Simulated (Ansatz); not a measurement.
# NbTe (P-6m2) in Ansatz: notebook, part 2 of 2

Ansatz 0.2.0. The steps go on from the part before.

## (3) Relaxation of cell and atoms, BLYP

The input, input.yaml:

```yaml
crystal:
  lattice:
    - [3.7029743866, 0.0, 0.0]
    - [-1.8514871933, 3.2068698884, 0.0]
    - [0.0, 0.0, 3.694211]
  atoms:
    - { symbol: Te, position: [0.6666666667, 0.3333333333, 0.0] }
    - { symbol: Nb, position: [0.0, 0.0, 0.5] }
hamiltonian:
  xc: blyp
  pseudopotentials: { kind: paw }
kpoints:
  mp_grid: { grid: [8, 8, 7] }
scf:
  occupations: { method: fermi_dirac, width: 0.05 }
output:
  forces: true
  stress: true
  eigenvalues: true
relax:
  f_tol: 0.01
  max_steps: 40
  cell: { stress_tol: 0.05 }
```

Potentials or basis: Ansatz PAW.

Started as:

```sh
ansatz run input.yaml --threads 2 --pin off --max-ram 5632MiB --backend cpu --events-out ev --progress --plain --runs-dir out
```

Log:

```text
Warning: RAYON_NUM_THREADS=2 ignored (pool sized by the plan → 2); use --threads N
Engine: ansatz 0.2.0, aarch64-unknown-linux-gnu
Pseudopotentials: kind: paw
Pseudopotential: Te, paw, valence charge 16, recommended cutoff 420 eV (normal), Te.paw.azcp
Pseudopotential: Nb, paw, valence charge 13, recommended cutoff 420 eV (normal), Nb.paw.azcp
Functional definition: BLYP
  parameter beta = 0.0042
  parameter a = 0.04918
  parameter b = 0.132
  parameter c = 0.2533
  parameter d = 0.349
  exchange = b88_x(beta = beta)
  correlation = lyp_c(a = a, b = b, c = c, d = d)
Crystal: 2 atoms, lattice volume = 43.869 Å³
Basis set: ecut = 420 eV, 865 PW (Γ), exchange–correlation on 50×50×50 points (8 copies of the dense FFT grid, shifted against one another)
Bands: 19, of which v1, the nominal top of the filled ones, is band 15 counted from 1 (14 counted from 0)
Symmetry: 12 space group operations
Space group: P-6m2 (ITA 187), of the structure as read, at distance tolerance 3.5e-5 Å
k-points: 40 of 448 (time reversal used)
Non-local potential: Te, projectors of the file, l = 0: 2, l = 1: 2, l = 2: 2, l = 3: 2
Non-local potential: Nb, projectors of the file, l = 0: 3, l = 1: 2, l = 2: 2, l = 3: 1
PAW form: soft (Blöchl's): semilocal exchange-correlation on the pseudo side does not see the compensation charge
PAW frozen core: Te, regenerated for the run's functional, and the local potential with it (the file was generated under x = pbe(κ = 0.804, μ = 0.2195149727645171), c = pbe(β = 0.06672455060314922))
PAW frozen core: Nb, regenerated for the run's functional, and the local potential with it (the file was generated under x = pbe(κ = 0.804, μ = 0.2195149727645171), c = pbe(β = 0.06672455060314922))
PAW one-centre angular grid: Te, 590 points (default); XC on 64 Gauss nodes
PAW one-centre angular grid: Nb, 590 points (default); XC on 64 Gauss nodes
Initial density: superposition of atomic densities (neutral atoms: chi_scale 0, normalization atom), corrected by the library's trained network
Initial wavefunctions: pseudopotential atomic-orbital guess
Functional: x = b88, c = lyp
SCF iter   1: F=—  HF=-11562.263755 eV  |F-HF|=—  |Δ(HF+E_count)|=         —  Δρ=1.14e-2  dr2=6.96e-2  ethr=1.77e-3  ⟨swp⟩=6.0  Hψ=3963  notcnv=0
preconditioner: auto → none  [metal: Δε(μ)=0.086 eV  Ē_g=7.538 eV  σ=0.050 eV  W_gap=0.38  n_scr=8 (ndim 8)  ℏωp=18.6 eV  f_vac=0.000  D(μ)=1.30/eV (n_scr^D=8)  sad-step TF]
SCF iter   2: F=—  HF=-11562.253630 eV  |F-HF|=—  |Δ(HF+E_count)|=   1.01e-2  Δρ=7.20e-3  dr2=2.97e-2  ethr=2.40e-4  ⟨swp⟩=2.0  Hψ=1235  notcnv=0
SCF iter   3: F=—  HF=-11562.246930 eV  |F-HF|=—  |Δ(HF+E_count)|=   6.70e-3  Δρ=7.89e-4  dr2=2.17e-4  ethr=1.02e-4  ⟨swp⟩=2.0  Hψ=1130  notcnv=0
[... 63 lines left out ...]
SCF converged after 6 iterations
Free energy (F): -11562.298559 eV
Harris-Foulkes:  -11562.298559 eV  (|F-HF|=3.64e-12)
Internal energy: -11562.285652 eV  (E = F + TS)
E sigma→0 (E₀):  -11562.292105 eV
Entropy (-TS):   -0.012907 eV (-6.454 meV/atom)
Fermi energy:    15.245785 eV
--- Per-component energies (eV) ---
  E_band       = -294.450389
  E_kinetic    = 575.555519
  E_local      = -1829.067091  (includes V_loc(G=0)·N_el)
  E_nonlocal   = -189.718529
  E_hartree    = 972.478126
  E_xc         = -294.030835
  E_vxc        = -309.388145  (∫ρ·V_xc dr)
  E_paw        = -7772.474903  (= ΣΔE_a)
  E_vpaw       = -486.788218  (= ΣTr[D̂ρ^β])
  E_aug_tail   = -0.000184  (compensation charges beyond the density's cutoff)
  E_ewald      = -3025.086962
  E_core_change = 0.059207  (= ΣΔE_core)
  E_smearing   = -0.012907  (= −TS)
  E_closure    = 0.000000  (closes the sum)
  Σ components = -11562.298559   (vs F -11562.298559, Δ=0.00e0)
--- Forces (eV/Å), atoms counted from 1 ---
  atom   1  Te    -0.00000000     0.00000000     0.00000000
  atom   2  Nb     0.00000000     0.00000000     0.00000000
  max |Σ_I F_I| component: 9.25e-18 eV/Å
--- Stress (GPa, compression-positive) ---
       -0.012400       0.000000       0.000000
        0.000000      -0.012400       0.000000
        0.000000       0.000000      -0.010897
  P = ⅓ Tr σ = -0.0119 GPa (-0.119 kbar)
--- Band table (eV; the first three rows and the last of 40) ---
  k-point 0: bands = ["-40.4377", "-22.6599", "-22.6599", "-22.6539", "-22.6539", "-22.6526", "-16.6029", "-16.4286", "-16.4286", "1.3347", "12.1690", "12.1690", "12.6363", "12.9836", "15.3554", "15.3554", "17.4160", "17.4160", "17.7782"]
  k-point 1: bands = ["-40.4370", "-22.6596", "-22.6596", "-22.6548", "-22.6548", "-22.6507", "-16.6197", "-16.4269", "-16.4269", "1.5128", "11.2014", "12.2738", "12.2738", "13.8717", "14.9594", "14.9594", "17.6242", "17.6242", "18.4097"]
  k-point 2: bands = ["-40.4353", "-22.6592", "-22.6592", "-22.6567", "-22.6567", "-22.6463", "-16.6572", "-16.4230", "-16.4230", "1.9701", "9.4799", "12.5015", "12.5015", "14.4625", "14.4625", "14.8405", "17.4048", "17.4048", "19.3812"]
  k-point 39: bands = ["-40.4280", "-22.6636", "-22.6580", "-22.6560", "-22.6517", "-22.6378", "-16.6540", "-16.4975", "-16.4643", "3.1607", "9.4981", "9.8549", "10.9337", "14.2720", "16.2509", "16.6125", "17.2321", "17.6141", "18.3885"]
--- Relaxed structure (4 steps of the walk, 3 accepted, 1 SCFs on fresh bases) ---
  F+E_penalty+E_count = -11562.29855908 eV   max|allowed force component| = 4.626e-18 eV/Å   (the final SCF, on the basis selected at the relaxed cell)
  cell:  # Å, volume = 46.5543 Å³
    - [3.789465319339588, 0.0, 0.0]
    - [-1.894732659669794, 3.2817732333081935, 0.0]
    - [0.0, 0.0, 3.743460781274085]
  atoms:
    - { symbol: Te, position: [0.6666666666666667, 0.3333333333333333, 0.0] }
    - { symbol: Nb, position: [-2.775557561562892e-17, -1.1210524139286718e-33, 0.5000000000000001] }
```

Run time: 9.5 s. Hardware: 2 threads of Arm Neoverse V2, shared host; peak memory 0.36 GiB.

What came out:

| Quantity | Value |
| --- | --- |
| Free energy | -11562.2986 eV |
| Relaxed volume | 23.28 Å³/atom |
| Relaxed cell | a = 3.789 Å, b = 3.789 Å, c = 3.743 Å, α = 90.00°, β = 90.00°, γ = 120.00° |
| Space group after relaxing (to 0.05 Å) | P-6m2 (No. 187) |
| Energy gained by relaxing | 25.8 meV/atom |
| Ionic steps | 4 |
| Pressure after relaxing | 0.0 GPa |
| Band gap on the k mesh | none (metal or under the smearing width) |

The path:
```tsv
step	energy change (eV)	largest force (eV/Å)	volume (Å³)
1	0.0000	0.0000	43.87
2	-0.0509	0.0000	46.71
3	-0.0511	0.0000	46.55
4	-0.0516	0.0000	46.55
```

Final structure:
```yaml
crystal:
  lattice:
    - [3.78947, 0.00000, 0.00000]
    - [-1.89473, 3.28177, 0.00000]
    - [0.00000, 0.00000, 3.74346]
  atoms:
    - { symbol: Te, position: [0.66667, 0.33333, 0.00000] }
    - { symbol: Nb, position: [0.00000, 0.00000, 0.50000] }
```

Caveat: the plane-wave basis is chosen anew once the cell has moved, so the energies of steps on either side of that aren't comparable; the PAW data sets come from PBE, with cores solved anew for the run's functional, which leaves a small shift of forces and pressure.

## (4) Single point, PBE

input.yaml: that of step 3 with these lines changed.

```diff
@@ -9,3 +9,3 @@
 hamiltonian:
-  xc: blyp
+  xc: pbe
   pseudopotentials: { kind: paw }
@@ -14,3 +14,3 @@
 scf:
-  occupations: { method: fermi_dirac, width: 0.05 }
+  occupations: { method: gaussian, width: 0.012 }
 output:
@@ -19,5 +19,5 @@
   eigenvalues: true
-relax:
-  f_tol: 0.01
-  max_steps: 40
-  cell: { stress_tol: 0.05 }
+  write_density: true
+  write_potential: true
+  elf: true
+  volumetric_format: npy
```

Potentials or basis: Ansatz PAW.

Started as:

```sh
ansatz run input.yaml --threads 2 --pin off --max-ram 5632MiB --backend cpu --events-out ev --progress --plain --runs-dir out
```

Log:

```text
Warning: RAYON_NUM_THREADS=2 ignored (pool sized by the plan → 2); use --threads N
[... 4 set-up lines as earlier in the session ...]
Functional definition: PBE
  parameter kappa = 0.804
[... 3 set-up lines as earlier in the session ...]
Crystal: 2 atoms, lattice volume = 43.869 Å³
[... 33 lines left out ...]
  E_local      = -1731.475076  (includes V_loc(G=0)·N_el)
  E_nonlocal   = -188.276644
  E_hartree    = 935.891126
  E_xc         = -299.777557
  E_vxc        = -317.322662  (∫ρ·V_xc dr)
  E_paw        = -7737.514130  (= ΣΔE_a)
  E_vpaw       = -489.657929  (= ΣTr[D̂ρ^β])
  E_aug_tail   = -0.000174  (compensation charges beyond the density's cutoff)
  E_ewald      = -3087.106456
  E_smearing   = -0.000192  (= −TS)
  E_closure    = 0.000000  (closes the sum)
  Σ components = -11532.513744   (vs F -11532.513744, Δ=0.00e0)
--- Forces (eV/Å), atoms counted from 1 ---
  atom   1  Te    -0.00000000     0.00000000     0.00000000
  atom   2  Nb     0.00000000     0.00000000     0.00000000
  max |Σ_I F_I| component: 9.25e-17 eV/Å
--- Stress (GPa, compression-positive) ---
       -1.087637       0.000000       0.000000
        0.000000      -1.087637       0.000000
        0.000000       0.000000       0.346535
  P = ⅓ Tr σ = -0.6096 GPa (-6.096 kbar)
--- Band table (eV; the first three rows and the last of 40) ---
  k-point 0: bands = ["-39.6866", "-22.2029", "-22.2029", "-22.1924", "-22.1924", "-22.1917", "-15.8734", "-15.6967", "-15.6967", "1.6373", "12.7337", "12.7337", "12.9028", "13.5404", "16.0256", "16.0256", "18.3270", "18.3270", "18.7418"]
  k-point 1: bands = ["-39.6857", "-22.2026", "-22.2026", "-22.1935", "-22.1935", "-22.1894", "-15.8948", "-15.6945", "-15.6945", "1.8377", "11.5489", "12.8501", "12.8501", "14.3583", "15.5875", "15.5875", "18.5709", "18.5709", "19.2804"]
  k-point 2: bands = ["-39.6835", "-22.2018", "-22.2018", "-22.1961", "-22.1961", "-22.1841", "-15.9425", "-15.6897", "-15.6897", "2.3576", "9.7664", "13.1074", "13.1074", "15.0310", "15.0310", "15.3920", "18.3011", "18.3011", "20.1328"]
  k-point 39: bands = ["-39.6731", "-22.2052", "-22.1997", "-22.1956", "-22.1920", "-22.1730", "-15.9339", "-15.7909", "-15.7452", "3.7542", "9.7200", "10.1885", "11.3406", "14.6861", "17.0256", "17.5266", "18.0877", "18.3849", "19.2798"]
```

It took 2.1 s on 2 threads of Arm Neoverse V2, shared host; peak memory 0.33 GiB.

What came out:

- Free energy: -11532.5137 eV
- Pressure: -0.6 GPa
- Band gap on the k mesh: none (metal or under the smearing width)

Stress tensor (GPa, compression positive):
```
-1.09  0.00  0.00
 0.00 -1.09  0.00
 0.00  0.00  0.35
```

## (5) Single point, PBE

input.yaml: that of step 4 with these lines changed.

```diff
@@ -14,3 +14,3 @@
 scf:
-  occupations: { method: gaussian, width: 0.012 }
+  occupations: { method: gaussian, width: 0.025 }
 output:
@@ -19,5 +19 @@
   eigenvalues: true
-  write_density: true
-  write_potential: true
-  elf: true
-  volumetric_format: npy
```

Started as:

```sh
ansatz run input.yaml --threads 2 --pin off --max-ram 5632MiB --backend cpu --events-out ev --progress --plain --runs-dir out
```

It took 1.5 s on 2 threads of Arm Neoverse V2, shared host; peak memory 0.33 GiB.

It converged, with:

```yaml
Free_energy: -11532.5141 eV
Pressure: -0.6 GPa
Band_gap_on_the_k_mesh: none (metal or under the smearing width)
```

Stress tensor (GPa, compression positive):
```
-1.02  0.00  0.00
 0.00 -1.02  0.00
 0.00  0.00  0.16
```

Levels at points of the mesh, in eV from the Fermi level:
| k point | band 11 | band 12 | band 13 | band 14 | band 15 | band 16 | band 17 | band 18 | band 19 |
| --- | --- | --- | --- | --- | --- | --- | --- | --- | --- |
| (0.00, 0.00, 0.00) | -3.19 | -3.19 | -3.02 | -2.38 | 0.10 | 0.10 | 2.40 | 2.40 | 2.82 |
| (0.00, -0.50, 0.00) | -7.22 | -3.87 | -2.66 | -2.64 | -0.23 | 1.19 | 1.46 | 2.99 | 3.79 |

## (6) The runs side by side

| task | level | cell | smearing | gap on the mesh (eV) | pressure (GPa) | relaxed volume (Å³/atom) |
| --- | --- | --- | --- | --- | --- | --- |
| relaxation of cell and atoms | revPBE | relaxed | fermi-dirac 0.05 eV | none | 0.0 | 22.08 |
| relaxation of cell and atoms | BLYP | relaxed | fermi-dirac 0.05 eV | none | 0.0 | 23.28 |
| single point | PBE | as given | gaussian 0.012 eV | none | -0.6 | - |
| single point | PBE | as given | gaussian 0.025 eV | none | -0.6 | - |

Alike in all rows: potentials or basis Ansatz PAW; no spin polarisation; k mesh 8 × 8 × 7; cutoff (eV) 420.

Caveats: the plane-wave basis is chosen anew once the cell has moved, so the energies of steps on either side of that aren't comparable (some runs); the PAW data sets come from PBE, with cores solved anew for the run's functional, which leaves a small shift of forces and pressure (some runs).

Absolute energies hang on the potentials; compare differences alone.
